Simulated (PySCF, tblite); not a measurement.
**C₄H₇FGeO₂: geometry, infrared bands and NMR shifts**

What infrared bands and NMR shifts should C₄H₇FGeO₂ (`O=[C]1OC[C@@H](F)[CH2][GeH2]1`) show?

Computed with tblite 0.8.0 and PySCF 2.14.0, with density-fitted response routines of our own, on a single molecule in the gas phase. Atoms are numbered from 0 throughout.

## 1. Starting geometry

15 atoms, charge 0, multiplicity 1; geometry from: force field or distance geometry start.

Bonds of the start (Å): O0–C1 1.26, C1–O2 1.38, O2–C3 1.39, C3–C4 1.46, C4–F5 1.41, C4–C6 1.48, C6–Ge7 1.98, Ge7–C1 1.95, C3–H8 1.11, C3–H9 1.14, C4–H10 1.11, C6–H11 1.09, C6–H12 1.11, Ge7–H13 1.52, Ge7–H14 1.54.

## 2. Optimising the geometry with GFN2-xTB

What the job is given:

```
{"job": {"kind": "relax", "xc": "GFN2-xTB", "basis": "xTB"}, "charge": 0, "multiplicity": 1}
O      1.620600     2.648200    -0.390600
C      0.874500     1.678200    -0.090800
O     -0.505500     1.746900    -0.088100
C     -1.369000     0.661300    -0.206500
C     -0.962300    -0.702500     0.111400
F     -1.959500    -1.564200    -0.386300
C      0.322200    -1.280800    -0.351500
Ge     1.635800    -0.031500     0.444100
H     -1.830000     0.690100    -1.211300
H     -2.224600     0.904900     0.508600
H     -1.014000    -0.858900     1.213500
H      0.491800    -2.309100    -0.022600
H      0.441700    -1.188800    -1.451900
H      3.049800    -0.235300    -0.062700
H      1.424000    -0.150500     1.963000
```

Launch:

```sh
$ OMP_NUM_THREADS=1 python probes_run.py task.json out
```

The driver reads the jobs from task.json and runs them one after another.

**Question.** This job is followed by: GFN2-xTB harmonic vibrations, gas phase; GIAO PBE0/pcSseg-1 NMR shielding, non-relativistic, gas phase. What will the session give for the following? strongest single infrared mode (GFN2-xTB); zero-point energy (GFN2-xTB); ¹³C shifts against TMS (PBE0/pcSseg-1); ¹H shifts against TMS (PBE0/pcSseg-1); ¹⁷O shifts against H2O (PBE0/pcSseg-1); ¹⁹F shifts against CFCl3 (PBE0/pcSseg-1); ⁷³Ge shifts against GeMe4 (PBE0/pcSseg-1).

**Answer**, as computed:

| quantity | value |
| --- | --- |
| strongest single infrared mode (GFN2-xTB) | 1742 cm⁻¹, 415 km/mol |
| zero-point energy (GFN2-xTB) | 63.6 kcal/mol |
| ¹³C shifts against TMS (PBE0/pcSseg-1) | 181.0, 92.1, 74.0, 19.9 ppm |
| ¹H shifts against TMS (PBE0/pcSseg-1) | 4.95, 4.67, 4.47, 4.13, 4.10, 2.03, 1.68 ppm |
| ¹⁷O shifts against H2O (PBE0/pcSseg-1) | 556.5, 262.5 ppm |
| ¹⁹F shifts against CFCl3 (PBE0/pcSseg-1) | -191.5 ppm |
| ⁷³Ge shifts against GeMe4 (PBE0/pcSseg-1) | -229 ppm |

What this shows: Relaxing lowered the energy by 0.792 eV in 95 steps; the close pair that moved most is C3–C4, from 1.458 to 1.535 Å. All 39 modes are real, so the xTB geometry is a minimum. The strongest single mode, at 1742 cm⁻¹, moves mainly C1 and O0. Unscaled tight-binding wavenumbers are off by several per cent, some by more. Its intensities can rank the bands wrongly. H10 (hydrogen on an sp3 CH bonded to F) lies farthest downfield among hydrogen, at 4.95 ppm; its carbon carries F, which withdraws density. At PBE0/pcSseg-1: The widest tensor belongs to O0: span 874 ppm, with a paramagnetic part of -619 ppm. Spin-orbit coupling is left out, which matters for shieldings and couplings at and beside the heavy atoms.
